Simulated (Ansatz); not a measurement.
**Cl2H4OSi2: one molecule under many settings**

How do the results and run time of Cl2H4OSi2 respond when the settings are drawn wide?

Program: Ansatz 0.2.0, Gaussian basis. Level of theory: the settings change from run to run. These are calculated values, not measurements.

## 1. The geometry

The geometry comes from an earlier relaxation with PBE0-D4 in a triple-zeta def2 set; it is a stationary point, not always the lowest conformer.

9 atoms, charge 0, spin multiplicity 1.

Atoms are counted from 1 here; the program's logs count them from 0.

Bond lengths: O1–Si2 1.628 Å, O1–H6 0.960 Å, Si2–Si3 2.329 Å, Si2–Cl4 2.055 Å, Si2–Cl5 2.055 Å, Si3–H7 1.484 Å, Si3–H8 1.485 Å, Si3–H9 1.485 Å. Angles: Si2–O1–H6 119.1°, O1–Si2–Si3 109.0°, O1–Si2–Cl4 110.1°, O1–Si2–Cl5 110.0°, Si3–Si2–Cl4 110.7°, Si3–Si2–Cl5 110.7°, Cl4–Si2–Cl5 106.3°, Si2–Si3–H7 108.0°, Si2–Si3–H8 109.3°, Si2–Si3–H9 109.3°, H7–Si3–H8 110.0°, H7–Si3–H9 110.0°, H8–Si3–H9 110.2°.

## 2. HSE06/def2-mTZVP

Options: atoms shaken by 0.08 Å.

in.yaml reads:

```yaml
crystal:
  periodic: [false, false, false]
  atoms:
    - {symbol: O, position_ang: [-1.577966, 1.039967, 0.167245]}
    - {symbol: Si, position_ang: [-0.214195, 0.465356, -0.583806]}
    - {symbol: Si, position_ang: [0.936314, -1.083179, 0.954462]}
    - {symbol: Cl, position_ang: [-0.762176, -0.502230, -2.371885]}
    - {symbol: Cl, position_ang: [0.977009, 1.936551, -1.080879]}
    - {symbol: H, position_ang: [-2.018766, 1.664323, -0.305946]}
    - {symbol: H, position_ang: [1.923025, -1.548265, 0.235156]}
    - {symbol: H, position_ang: [-0.197645, -2.078383, 1.182122]}
    - {symbol: H, position_ang: [1.161638, -0.377762, 2.194440]}
basis:
  gaussian: {orbitals: def2-mTZVP}
hamiltonian: {xc: {name: HSE06}}
output: {forces: true}
```

On the command line:

```
ansatz run in.yaml --threads 4 --pin off --events-out ev --progress --plain --max-ram 10444MiB
```

Output, cut to the lines that bear on the results:

```text
Functional definition: HSE06
  name "HSE06"
  cite "Heyd, Scuseria & Ernzerhof, J. Chem. Phys. 118, 8207 (2003) doi:10.1063/1.1564060"
  cite "Krukau, Vydrov, Izmaylov & Scuseria, J. Chem. Phys. 125, 224106 (2006) doi:10.1063/1.2404663"
  cite "Heyd & Scuseria, J. Chem. Phys. 120, 7274 (2004) doi:10.1063/1.1668634"
  cite "Ernzerhof & Perdew, J. Chem. Phys. 109, 3313 (1998) doi:10.1063/1.476928"
  cite "Perdew, Burke & Ernzerhof, Phys. Rev. Lett. 77, 3865 (1996) doi:10.1103/PhysRevLett.77.3865"
  parent pbe
[...]
  # The whole range is PBE's own exchange, as in plane waves. The composition of these papers is wPBEh.
[...]
1090 factors; integrals over basis functions are off by at most 1.1e-3 eV
129 factors; integrals over basis functions are off by at most 4.3e-7 eV
[...]
mean field -42899.40463178 eV, -1576.5240419569 hartree, gradient 2.4e-5 eV, S^2 0.000000; 0 other end points of the search recorded, 0 dependent functions left out
[...]
reference -42899.40467672 eV, -1576.5240436086 hartree; 37, 37 occupied and 87, 87 virtual orbitals, 1090 factors
Total energy: -42899.40467672 eV, -1576.5240436086 hartree
Atom 0 at    -1.577966     1.039967     0.167245 Å, force     2.691365    -3.109459     1.700193 eV/Å
Atom 1 at    -0.214195     0.465356    -0.583806 Å, force    -1.141637    -2.570705     1.481449 eV/Å
Atom 2 at     0.936314    -1.083179     0.954462 Å, force    -5.746981     1.834222     0.874877 eV/Å
Atom 3 at    -0.762176    -0.502230    -2.371885 Å, force     0.076413     0.195525     0.405552 eV/Å
Atom 4 at     0.977009     1.936551    -1.080879 Å, force     1.404219     1.956044    -0.709980 eV/Å
Atom 5 at    -2.018766     1.664323    -0.305946 Å, force    -2.353685     3.048968    -2.117848 eV/Å
Atom 6 at     1.923025    -1.548265     0.235156 Å, force     3.853736    -1.818491    -2.234548 eV/Å
Atom 7 at    -0.197645    -2.078383     1.182122 Å, force     0.710917     0.148803    -0.012305 eV/Å
Atom 8 at     1.161638    -0.377762     2.194440 Å, force     0.505652     0.315094     0.612610 eV/Å
Dipole moment:     0.139512     0.049635     0.243498 e Å
```

Run time: 1.9 s. Hardware: 4 threads of Intel Xeon at 2.60GHz, shared host.

Largest force 6.096 eV/Å, dipole 1.37 D.

## 3. PBE0-DH/aug-cc-pVTZ

Set apart from the defaults: multiplicity 3.

in.yaml reads:

```yaml
crystal:
  periodic: [false, false, false]
  atoms:
    - {symbol: O, position_ang: [-1.582803, 1.098694, 0.101236]}
    - {symbol: Si, position_ang: [-0.238606, 0.504071, -0.597737]}
    - {symbol: Si, position_ang: [0.758974, -1.022233, 0.850912]}
    - {symbol: Cl, position_ang: [-0.711299, -0.393107, -2.385614]}
    - {symbol: Cl, position_ang: [1.057910, 2.034619, -1.046606]}
    - {symbol: H, position_ang: [-2.108195, 1.747352, -0.373078]}
    - {symbol: H, position_ang: [1.979153, -1.551690, 0.191735]}
    - {symbol: H, position_ang: [-0.190033, -2.130322, 1.127075]}
    - {symbol: H, position_ang: [1.123399, -0.333684, 2.114975]}
basis:
  gaussian: {orbitals: aug-cc-pVTZ}
magnetization: {spin_polarized: true, initial_magnetization: 2}
hamiltonian: {xc: {name: PBE0-DH}}
```

Launched as before.

Output, cut to the lines that bear on the results:

```text
Functional definition: PBE0-DH
  name "PBE0-DH"
  cite "Brémond & Adamo, J. Chem. Phys. 135, 024106 (2011) doi:10.1063/1.3604569"
  cite "Perdew, Burke & Ernzerhof, Phys. Rev. Lett. 77, 3865 (1996) doi:10.1103/PhysRevLett.77.3865"
[...]
1905 factors; integrals over basis functions are off by at most 1.5e-3 eV
[...]
mean field -42890.80749269 eV, -1576.2081029228 hartree, gradient 1.8e-7 eV, S^2 2.007963; 6 other end points of the search recorded, 0 dependent functions left out
21 core orbitals not correlated: weight in the atoms' cores, before any rotation towards them, 1.000 or more for the frozen orbitals, at most 0.000 for the correlated occupied ones
reference -42890.80754795 eV, -1576.2081049535 hartree; 17, 15 occupied and 300, 302 virtual orbitals, 1905 factors
second order -29.47913816 eV of doubles, -0.00000000 eV of singles
Total energy: -42894.49244022 eV, -1576.3435222467 hartree
```

Wall time 88 s (4 threads of Intel Xeon at 2.60GHz, shared host); peak memory 2.2 GiB.

⟨S²⟩ 2.008.

## 4. revPBE/aug-cc-pVDZ

Options: charge +1, multiplicity 2, D3(BJ) dispersion.

Changes to in.yaml since step 3:

```diff
@@ -13,4 +13,5 @@
 basis:
-  gaussian: {orbitals: aug-cc-pVTZ}
-magnetization: {spin_polarized: true, initial_magnetization: 2}
-hamiltonian: {xc: {name: PBE0-DH}}
+  gaussian: {orbitals: aug-cc-pVDZ}
+total_charge: 1
+magnetization: {spin_polarized: true, initial_magnetization: 1}
+hamiltonian: {xc: {name: revPBE}, dispersion: d3bj}
```

The command is unchanged.

Output, cut to the lines that bear on the results:

```text
Functional definition: revPBE
  name "revPBE"
  cite "Zhang & Yang, Phys. Rev. Lett. 80, 890 (1998) doi:10.1103/PhysRevLett.80.890"
  cite "Perdew, Burke & Ernzerhof, Phys. Rev. Lett. 77, 3865 (1996) doi:10.1103/PhysRevLett.77.3865"
[...]
1739 factors; their error is unknown
[...]
mean field -42898.47240242 eV, -1576.4897831599 hartree, gradient 2.9e-6 eV, S^2 0.751923; 10 other end points of the search recorded, 0 dependent functions left out
reference -42898.47249561 eV, -1576.4897865845 hartree; 37, 36 occupied and 130, 131 virtual orbitals, 1739 factors
Total energy: -42899.11049481 eV, -1576.5132326228 hartree
```

Wall time 13 s (4 threads of Intel Xeon at 2.60GHz, shared host); peak memory 0.67 GiB.

⟨S²⟩ 0.752.

## 5. rPW86-PBE/def2-TZVP

Options: finite nuclei.

Changes to in.yaml since step 4:

```diff
@@ -13,5 +13,4 @@
 basis:
-  gaussian: {orbitals: aug-cc-pVDZ}
-total_charge: 1
-magnetization: {spin_polarized: true, initial_magnetization: 1}
-hamiltonian: {xc: {name: revPBE}, dispersion: d3bj}
+  gaussian: {orbitals: def2-TZVP, nuclear_model: gaussian}
+hamiltonian: {xc: {name: rPW86-PBE}}
+output: {forces: true}
```

Launched as before.

Output, cut to the lines that bear on the results:

```text
Functional definition: rPW86-PBE
  name "rPW86-PBE"
  cite "Murray, Lee & Langreth, J. Chem. Theory Comput. 5, 2754 (2009) doi:10.1021/ct900365q"
  cite "Perdew, Burke & Ernzerhof, Phys. Rev. Lett. 77, 3865 (1996) doi:10.1103/PhysRevLett.77.3865"
  parent pbe
[...]
1343 factors; their error is unknown
[...]
mean field -42959.71859411 eV, -1578.7405391903 hartree, gradient 3.0e-5 eV, S^2 0.000000; 0 other end points of the search recorded, 0 dependent functions left out
[...]
reference -42959.71871533 eV, -1578.7405436450 hartree; 37, 37 occupied and 166, 166 virtual orbitals, 1343 factors
Total energy: -42959.71871533 eV, -1578.7405436450 hartree
Atom 0 at    -1.582803     1.098694     0.101236 Å, force    -0.348796    -0.073037     0.590020 eV/Å
Atom 1 at    -0.238606     0.504071    -0.597737 Å, force     0.355478    -0.301628     0.077368 eV/Å
Atom 2 at     0.758974    -1.022233     0.850912 Å, force     0.012003    -0.040828     0.059273 eV/Å
Atom 3 at    -0.711299    -0.393107    -2.385614 Å, force    -0.126297    -0.260197    -0.474464 eV/Å
Atom 4 at     1.057910     2.034619    -1.046606 Å, force     0.361716     0.408438    -0.105649 eV/Å
Atom 5 at    -2.108195     1.747352    -0.373078 Å, force    -0.309742     0.352547    -0.226892 eV/Å
Atom 6 at     1.979153    -1.551690     0.191735 Å, force     0.063660    -0.034091    -0.022812 eV/Å
Atom 7 at    -0.190033    -2.130322     1.127075 Å, force    -0.035938    -0.069291     0.027398 eV/Å
Atom 8 at     1.123399    -0.333684     2.114975 Å, force     0.027916     0.018088     0.075759 eV/Å
Dipole moment:    -0.143121     0.046523     0.106799 e Å
```

It took 3.7 s on 4 threads of Intel Xeon at 2.60GHz, shared host.

Largest force 0.689 eV/Å, dipole 0.89 D.

## 6. RPA/cc-pVTZ-DK

Options: a grid of angular degree 47.

Changes to in.yaml since step 5:

```diff
@@ -13,4 +13,4 @@
 basis:
-  gaussian: {orbitals: def2-TZVP, nuclear_model: gaussian}
-hamiltonian: {xc: {name: rPW86-PBE}}
-output: {forces: true}
+  gaussian: {orbitals: cc-pVTZ-DK, final_grid: {core_spheres: 20, valence_spheres: 16, degree: 47}}
+hamiltonian: {xc: {name: HF}}
+correlation: {method: rpa}
```

Same command.

Output:

```text
Functional definition: HF
  name "HF"
  cite "Fock, Z. Phys. 61, 126 (1930) doi:10.1007/BF01340294"
  parent pbe
  exchange = exact_x
  correlation = 0
1304 factors; integrals over basis functions are off by at most 8.4e-4 eV
mean field evaluation 1: about -42946.5931 eV, gradient 3.7e1 eV
mean field evaluation 2: about -42946.9178 eV, gradient 3.8e1 eV
mean field evaluation 4: about -42950.1329 eV, gradient 3.3e0 eV
mean field evaluation 8: about -42950.1995 eV, gradient 2.7e-1 eV
mean field -42950.19985957 eV, -1578.3907321480 hartree, gradient 6.7e-6 eV, S^2 0.000000; 0 other end points of the search recorded, 0 dependent functions left out
21 core orbitals not correlated: weight in the atoms' cores, before any rotation towards them, 1.000 or more for the frozen orbitals, at most 0.000 for the correlated occupied ones
reference -42950.19985957 eV, -1578.3907321480 hartree; 16, 16 occupied and 185, 185 virtual orbitals, 1304 factors
Total energy: -42978.16021401 eV, -1579.4182562214 hartree
Relativity: scalar
```

Wall time 2.7 s (4 threads of Intel Xeon at 2.60GHz, shared host).

## 7. B97/x2c-TZVPPall

Set apart from the defaults: density fitting with cc-pVTZ-jkfit.

Changes to in.yaml since step 6:

```diff
@@ -13,4 +13,4 @@
 basis:
-  gaussian: {orbitals: cc-pVTZ-DK, final_grid: {core_spheres: 20, valence_spheres: 16, degree: 47}}
-hamiltonian: {xc: {name: HF}}
-correlation: {method: rpa}
+  gaussian: {orbitals: x2c-TZVPPall, fitting: {mean_field: cc-pVTZ-jkfit}}
+hamiltonian: {xc: {name: B97}}
+output: {forces: true}
```

The command is unchanged.

Output, cut to the lines that bear on the results:

```text
Functional definition: B97
  name "B97"
  cite "Becke, J. Chem. Phys. 107, 8554 (1997) doi:10.1063/1.475007"
[...]
      + integral(e_c_pw_opposite_spin*poly(b97_u_opposite, cos0, cos1, cos2))
683 factors; integrals over basis functions are off by at most 1.4e0 eV
[...]
mean field -43024.91630566 eV, -1581.1365108975 hartree, gradient 5.4e-5 eV, S^2 0.000000; 0 other end points of the search recorded, 0 dependent functions left out
[...]
reference -43024.91633249 eV, -1581.1365118832 hartree; 37, 37 occupied and 218, 218 virtual orbitals, 683 factors
Total energy: -43024.91633249 eV, -1581.1365118832 hartree
Relativity: scalar
Atom 0 at    -1.582803     1.098694     0.101236 Å, force    -0.226892     0.102323     0.114685 eV/Å
Atom 1 at    -0.238606     0.504071    -0.597737 Å, force     0.057765    -0.071795     0.054471 eV/Å
Atom 2 at     0.758974    -1.022233     0.850912 Å, force     0.060571    -0.097568     0.098003 eV/Å
Atom 3 at    -0.711299    -0.393107    -2.385614 Å, force    -0.070929    -0.132769    -0.244368 eV/Å
Atom 4 at     1.057910     2.034619    -1.046606 Å, force     0.183055     0.214702    -0.052658 eV/Å
Atom 5 at    -2.108195     1.747352    -0.373078 Å, force    -0.008104    -0.002684     0.014521 eV/Å
Atom 6 at     1.979153    -1.551690     0.191735 Å, force    -0.023185     0.002146     0.026732 eV/Å
Atom 7 at    -0.190033    -2.130322     1.127075 Å, force     0.029297     0.013933     0.005749 eV/Å
Atom 8 at     1.123399    -0.333684     2.114975 Å, force    -0.001578    -0.028289    -0.017134 eV/Å
Dipole moment:    -0.141587     0.039311     0.117819 e Å
```

Run time: 4.1 s. Hardware: 4 threads of Intel Xeon at 2.60GHz, shared host.

Largest force 0.287 eV/Å, dipole 0.90 D.

## 8. PBE0-DH/6-31G*

Options: charge -1, multiplicity 2.

Changes to in.yaml since step 7:

```diff
@@ -13,4 +13,6 @@
 basis:
-  gaussian: {orbitals: x2c-TZVPPall, fitting: {mean_field: cc-pVTZ-jkfit}}
-hamiltonian: {xc: {name: B97}}
+  gaussian: {orbitals: "6-31G*"}
+total_charge: -1
+magnetization: {spin_polarized: true, initial_magnetization: 1}
+hamiltonian: {xc: {name: PBE0-DH}}
 output: {forces: true}
```

The command is unchanged.

Output, cut to the lines that bear on the results:

```text
Functional definition: PBE0-DH
  name "PBE0-DH"
  cite "Brémond & Adamo, J. Chem. Phys. 135, 024106 (2011) doi:10.1063/1.3604569"
  cite "Perdew, Burke & Ernzerhof, Phys. Rev. Lett. 77, 3865 (1996) doi:10.1103/PhysRevLett.77.3865"
[...]
912 factors; integrals over basis functions are off by at most 6.5e-4 eV
[...]
mean field -42890.39593747 eV, -1576.1929785476 hartree, gradient 6.0e-6 eV, S^2 0.755016; 6 other end points of the search recorded, 0 dependent functions left out
21 core orbitals not correlated: weight in the atoms' cores, before any rotation towards them, 1.000 or more for the frozen orbitals, at most 0.000 for the correlated occupied ones
reference -42890.39596069 eV, -1576.1929794007 hartree; 17, 16 occupied and 61, 62 virtual orbitals, 912 factors
second order -20.61709496 eV of doubles, -0.00000000 eV of singles
[...]
Total energy: -42892.97309756 eV, -1576.2876874338 hartree
Atom 0 at    -1.582803     1.098694     0.101236 Å, force    -0.718850     0.305280     0.394581 eV/Å
Atom 1 at    -0.238606     0.504071    -0.597737 Å, force     2.158186    -2.546225     1.765345 eV/Å
Atom 2 at     0.758974    -1.022233     0.850912 Å, force    -1.819986     1.459915    -0.242957 eV/Å
Atom 3 at    -0.711299    -0.393107    -2.385614 Å, force    -1.321877    -0.505139    -1.765072 eV/Å
Atom 4 at     1.057910     2.034619    -1.046606 Å, force     0.618902     2.166091    -0.301028 eV/Å
Atom 5 at    -2.108195     1.747352    -0.373078 Å, force    -0.267596     0.478478    -0.508971 eV/Å
Atom 6 at     1.979153    -1.551690     0.191735 Å, force     0.468799    -0.394557     0.084618 eV/Å
Atom 7 at    -0.190033    -2.130322     1.127075 Å, force     0.307009    -0.674210     0.186218 eV/Å
Atom 8 at     1.123399    -0.333684     2.114975 Å, force     0.575412    -0.289633     0.387268 eV/Å
Dipole moment:    -0.318549     0.434978    -0.366252 e Å
```

It took 8.5 s on 4 threads of Intel Xeon at 2.60GHz, shared host.

Largest force 3.776 eV/Å, ⟨S²⟩ 0.755.

## 9. PBE-QIDH/def2-SVP

This run has charge -1, multiplicity 2, density fitting with def2-universal-jkfit, a grid of angular degree 23.

Changes to in.yaml since step 8:

```diff
@@ -13,6 +13,6 @@
 basis:
-  gaussian: {orbitals: "6-31G*"}
+  gaussian: {orbitals: def2-SVP, fitting: {mean_field: def2-universal-jkfit}, final_grid: {core_spheres: 8, valence_spheres: 7, degree: 23}}
 total_charge: -1
 magnetization: {spin_polarized: true, initial_magnetization: 1}
-hamiltonian: {xc: {name: PBE0-DH}}
+hamiltonian: {xc: {name: PBE-QIDH}}
 output: {forces: true}
```

Same command.

Output, cut to the lines that bear on the results:

```text
Functional definition: PBE-QIDH
  name "PBE-QIDH"
  cite "Brémond, Sancho-García, Pérez-Jiménez & Adamo, J. Chem. Phys. 141, 031101 (2014) doi:10.1063/1.4890314"
  cite "Perdew, Burke & Ernzerhof, Phys. Rev. Lett. 77, 3865 (1996) doi:10.1103/PhysRevLett.77.3865"
[...]
661 factors; integrals over basis functions are off by at most 3.4e-1 eV
[...]
mean field -42864.92299787 eV, -1575.2568652832 hartree, gradient 6.1e-6 eV, S^2 0.756484; 4 other end points of the search recorded, 0 dependent functions left out
21 core orbitals not correlated: weight in the atoms' cores, before any rotation towards them, 1.000 or more for the frozen orbitals, at most 0.000 for the correlated occupied ones
reference -42864.92300754 eV, -1575.2568656389 hartree; 17, 16 occupied and 68, 69 virtual orbitals, 661 factors
second order -20.28244891 eV of doubles, -0.00000000 eV of singles
[...]
Total energy: -42871.68382385 eV, -1575.5053210554 hartree
Atom 0 at    -1.582803     1.098694     0.101236 Å, force    -1.008745     0.568824     0.304980 eV/Å
Atom 1 at    -0.238606     0.504071    -0.597737 Å, force     2.110450    -2.863008     2.400073 eV/Å
Atom 2 at     0.758974    -1.022233     0.850912 Å, force    -2.107279     2.160771    -1.123507 eV/Å
Atom 3 at    -0.711299    -0.393107    -2.385614 Å, force    -0.979227    -0.333320    -1.411598 eV/Å
Atom 4 at     1.057910     2.034619    -1.046606 Å, force     0.469901     1.673242    -0.319965 eV/Å
Atom 5 at    -2.108195     1.747352    -0.373078 Å, force    -0.402597     0.583329    -0.516995 eV/Å
Atom 6 at     1.979153    -1.551690     0.191735 Å, force     0.954761    -0.863200     0.280059 eV/Å
Atom 7 at    -0.190033    -2.130322     1.127075 Å, force     0.287763    -0.743544     0.048499 eV/Å
Atom 8 at     1.123399    -0.333684     2.114975 Å, force     0.674973    -0.183094     0.338453 eV/Å
Dipole moment:    -0.289612     0.507955    -0.535723 e Å
```

Wall time 5 s (4 threads of Intel Xeon at 2.60GHz, shared host).

Largest force 4.291 eV/Å, ⟨S²⟩ 0.756.

## 10. wB97X-V/pcseg-2

Options: relativity set to scalar, high accuracy.

Changes to in.yaml since step 9:

```diff
@@ -13,6 +13,4 @@
 basis:
-  gaussian: {orbitals: def2-SVP, fitting: {mean_field: def2-universal-jkfit}, final_grid: {core_spheres: 8, valence_spheres: 7, degree: 23}}
-total_charge: -1
-magnetization: {spin_polarized: true, initial_magnetization: 1}
-hamiltonian: {xc: {name: PBE-QIDH}}
-output: {forces: true}
+  gaussian: {orbitals: pcseg-2}
+hamiltonian: {xc: {name: wB97X-V}, pseudopotentials: {relativity: scalar}}
+accuracy: high
```

Same command.

Output, cut to the lines that bear on the results:

```text
Functional definition: wB97X-V
  name "wB97X-V"
  cite "Mardirossian & Head-Gordon, Phys. Chem. Chem. Phys. 16, 9904 (2014) doi:10.1039/C3CP54374A"
  cite "Becke, J. Chem. Phys. 107, 8554 (1997) doi:10.1063/1.475007"
  cite "Vydrov & Van Voorhis, J. Chem. Phys. 133, 244103 (2010) doi:10.1063/1.3521275"
[...]
      + integral(e_c_pw_opposite_spin*poly(b97_u_opposite, cos0, cos1)) + vv10(b, c)
3905 factors; integrals over basis functions are off by at most 6.4e-8 eV
536 factors; integrals over basis functions are off by at most 2.6e-9 eV
[...]
mean field -43013.04133128 eV, -1580.7001136379 hartree, gradient 5.4e-8 eV, S^2 0.000000; 0 other end points of the search recorded, 0 dependent functions left out
reference -43013.04133107 eV, -1580.7001136301 hartree; 37, 37 occupied and 185, 185 virtual orbitals, 3905 factors
Total energy: -43013.04133107 eV, -1580.7001136301 hartree
Relativity: scalar
```

Run time: 31 s. Hardware: 4 threads of Intel Xeon at 2.60GHz, shared host; peak memory 1.8 GiB.

## 11. All runs side by side

```tsv
level	charge	multiplicity	geometry	functions	energy (eV)	time
HSE06/def2-mTZVP	0	1	shaken	124	-42899.405	1.9 s
PBE0-DH/aug-cc-pVTZ	0	3	relaxed	338	-42894.492	88 s
revPBE/aug-cc-pVDZ	1	2	relaxed	167	-42899.110	13 s
rPW86-PBE/def2-TZVP	0	1	relaxed	203	-42959.719	3.7 s
RPA/cc-pVTZ-DK	0	1	relaxed	222	-42978.160	2.7 s
B97/x2c-TZVPPall	0	1	relaxed	255	-43024.916	4.1 s
PBE0-DH/6-31G*	-1	2	relaxed	99	-42892.973	8.5 s
PBE-QIDH/def2-SVP	-1	2	relaxed	106	-42871.684	5 s
wB97X-V/pcseg-2	0	1	relaxed	222	-43013.041	31 s
```

## 12. Results

```
                                         quantity                      value
                                             runs                          9
                                         quickest    HSE06/def2-mTZVP, 1.9 s
                                          slowest  PBE0-DH/aug-cc-pVTZ, 88 s
spread of total energies, same state and geometry                    65.2 eV
                  dipole, same state and geometry             0.89 to 0.90 D
```

PBE0-DH/aug-cc-pVTZ took 47 times as long as HSE06/def2-mTZVP. The jobs differ in tasks and options as well as level. The totals spread over 65 eV; they can't be compared across methods or bases. Some of these runs are scalar-relativistic and others not, which shifts the totals of all-electron atoms past neon by eV; core potentials, where a basis has them, take the core out of the total altogether. At the PBE0-D4/def2-TZVP geometry and in the same state, runs without warnings or point charges leave forces up to 0.69 eV/Å (rPW86-PBE/def2-TZVP), against 6.1 eV/Å where the atoms were moved.
